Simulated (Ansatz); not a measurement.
# GeCClO2 (element-swapped structure, charge +1): how the settings move a single-point run

Aim: see which settings change the result for GeCClO2 (element-swapped structure, charge +1), by how much, and at what cost.

Method: reference: DFT r2SCAN, plane waves, PAW, scalar-relativistic, no spin polarisation, in Ansatz 0.2.0.

## (1) The structure to begin with

It takes space group C2/m (No. 12, monoclinic). The conventional cell has a = 5.665 Å, b = 5.599 Å, c = 8.983 Å, α = 90.00°, β = 95.23°, γ = 90.00°. C (site symmetry 2) has 2 O at 1.21 Å as nearest neighbours. Around Cl (site symmetry m) lie 5 Ge at 2.90 to 3.06 Å. O (site symmetry 1) has 1 C at 1.21 Å as nearest neighbours. Around Ge (site symmetry m) lie 4 O at 2.39 to 2.58 Å and 5 Cl at 2.90 to 3.06 Å.

Coordinates:

```cif
data_structure
_symmetry_space_group_name_H-M 'P 1'
_symmetry_Int_Tables_number 1
_cell_length_a 3.9823
_cell_length_b 3.9823
_cell_length_c 8.9834
_cell_angle_alpha 86.281
_cell_angle_beta 86.281
_cell_angle_gamma 89.324
_cell_volume 141.86
loop_
_atom_site_label
_atom_site_type_symbol
_atom_site_fract_x
_atom_site_fract_y
_atom_site_fract_z
_atom_site_occupancy
C1 C 0.63300 0.36700 0.50000 1
C2 C 0.36700 0.63300 0.50000 1
Cl1 Cl 0.27300 0.27300 0.88110 1
Cl2 Cl 0.72700 0.72700 0.11890 1
O1 O 0.78800 0.32800 0.61090 1
O2 O 0.67200 0.21200 0.38910 1
O3 O 0.21200 0.67200 0.38910 1
O4 O 0.32800 0.78800 0.61090 1
Ge1 Ge 0.77320 0.77320 0.77700 1
Ge2 Ge 0.22680 0.22680 0.22300 1
```

## (2) The reference run

Contents of input.yaml:

```yaml
crystal:
  lattice:
    - [2.832509, 2.799278, 0.0]
    - [2.832509, -2.799278, 0.0]
    - [0.819187, 0.0, -8.945972]
  atoms:
    - { symbol: C, position: [0.633, 0.367, 0.5] }
    - { symbol: C, position: [0.367, 0.633, 0.5] }
    - { symbol: Cl, position: [0.273, 0.273, 0.8811] }
    - { symbol: Cl, position: [0.727, 0.727, 0.1189] }
    - { symbol: O, position: [0.788, 0.328, 0.6109] }
    - { symbol: O, position: [0.672, 0.212, 0.3891] }
    - { symbol: O, position: [0.212, 0.672, 0.3891] }
    - { symbol: O, position: [0.328, 0.788, 0.6109] }
    - { symbol: Ge, position: [0.7732, 0.7732, 0.777] }
    - { symbol: Ge, position: [0.2268, 0.2268, 0.223] }
  symmetry: { tolerance: 0.0003 }
kpoints:
  mp_grid: { grid: [5, 5, 2], shift: [0, 0, 0] }
magnetization:
  spin_polarized: false
scf:
  occupations: { method: fermi_dirac }
hamiltonian:
  pseudopotentials: { kind: paw }
  xc: r2scan
total_charge: 1
basis:
  ecutwfc: 500
output:
  forces: true
  stress: true
  eigenvalues: true
```

The run is started by

```
ansatz run input.yaml --threads 1 --pin off --max-ram 2560MiB --backend cpu --events-out ev --progress --plain --runs-dir out
```

## (3) Variant: chi_scale 0.0, ecutwfc 700 eV

Changes to input.yaml since step 2:

```diff
@@ -23,2 +23,3 @@
   occupations: { method: fermi_dirac }
+  initial_density: { chi_scale: 0.0 }
 hamiltonian:
@@ -28,3 +29,3 @@
 basis:
-  ecutwfc: 500
+  ecutwfc: "700 eV"
 output:
```

## (4) Changing settings: mp_grid.grid [8, 8, 3]

Changes to input.yaml since step 2:

```diff
@@ -18,3 +18,3 @@
 kpoints:
-  mp_grid: { grid: [5, 5, 2], shift: [0, 0, 0] }
+  mp_grid: { grid: [8, 8, 3], shift: [0, 0, 0] }
 magnetization:
```

## (5) Changed: mp_grid.grid [4, 4, 2], xc lda, accuracy high

Changes to input.yaml since step 2:

```diff
@@ -18,3 +18,3 @@
 kpoints:
-  mp_grid: { grid: [5, 5, 2], shift: [0, 0, 0] }
+  mp_grid: { grid: [4, 4, 2], shift: [0, 0, 0] }
 magnetization:
@@ -25,3 +25,3 @@
   pseudopotentials: { kind: paw }
-  xc: r2scan
+  xc: lda
 total_charge: 1
@@ -33 +33,2 @@
   eigenvalues: true
+accuracy: high
```

## (6) Changing settings: chi_scale 0.0

Changes to input.yaml since step 2:

```diff
@@ -23,2 +23,3 @@
   occupations: { method: fermi_dirac }
+  initial_density: { chi_scale: 0.0 }
 hamiltonian:
```

Q: Predict the outcome of this session. Wanted: for each run, ending; energy change; pressure; gap; force.

The runs gave:

| run | ending | energy change | pressure (GPa) | gap (eV) | force (eV/Å) | cycles | time |
| --- | --- | --- | --- | --- | --- | --- | --- |
| reference | converged | 0 | 5.4 | 0.00 | 4.07 | 9 | 15 s |
| 1: chi_scale 0.0, ecutwfc 700 eV | converged | -2.7 meV/atom | 5.4 | 0.00 | 4.06 | 13 | 28 s |
| 2: mp_grid.grid [8, 8, 3] | converged | +0.6 meV/atom | 5.4 | 0.00 | 4.07 | 10 | 43 s |
| 3: mp_grid.grid [4, 4, 2], xc lda, accuracy high | converged | not comparable | 1.5 | 0.00 | 3.94 | 13 | 7.9 s |
| 4: chi_scale 0.0 | converged | 0.0 meV/atom | 5.4 | 0.00 | 4.07 | 13 | 18 s |

Residual by cycle in the longest SCF loop of each run; runs are numbered as in the table. The quantity is the density residual dr2, in eV.

| cycle | reference | run 1 | run 2 | run 3 | run 4 |
| --- | --- | --- | --- | --- | --- |
| 1 | 5.01 | 26.6 | 5.01 | 5.81 | 26.6 |
| 2 | 0.55 | 6.44 | 0.664 | 0.638 | 6.45 |
| 3 | 0.26 | 1.45 | 0.298 | 0.307 | 1.44 |
| 4 | 0.0246 | 0.105 | 0.0316 | 0.0317 | 0.105 |
| 5 | 0.00312 | 0.167 | 0.00429 | 0.00284 | 0.142 |
| 6 | 4.1e-4 | 0.0413 | 6.2e-4 | 4.8e-4 | 0.0336 |
| 8 | 6.1e-7 | 7.5e-4 | 9.9e-7 | 1.2e-5 | 5.8e-4 |
| 9 | 7.2e-8 | 5.2e-5 | 1.2e-7 | 1.5e-6 | 6.9e-5 |
| 10 | - | 4.7e-6 | 5.5e-9 | 1.5e-7 | 5.5e-6 |
| 11 | - | 9.6e-7 | - | 1.5e-8 | 8.6e-7 |
| 12 | - | 2.5e-7 | - | 6.9e-10 | 2.2e-7 |
| 13 | - | 2.3e-8 | - | 2.6e-11 | 2.5e-8 |

Of the converged runs whose energies compare with the reference's, «chi_scale 0.0, ecutwfc 700 eV» moves the energy most (-2.7 meV/atom) and «chi_scale 0.0» least (0.0 meV/atom). Of the variants the dearest is «mp_grid.grid [8, 8, 3]» (43 s), the cheapest «mp_grid.grid [4, 4, 2], xc lda, accuracy high» (7.9 s), on a shared host.

The reference is no final answer either: it is run without spin, though an odd electron count or open d shells could carry moments; the charged cell sits in a uniform background, which enters energy and pressure; the cell is far from equilibrium (5 GPa, forces up to 4.1 eV/Å), so its values aren't those of the relaxed material; the structure is made up and not relaxed.
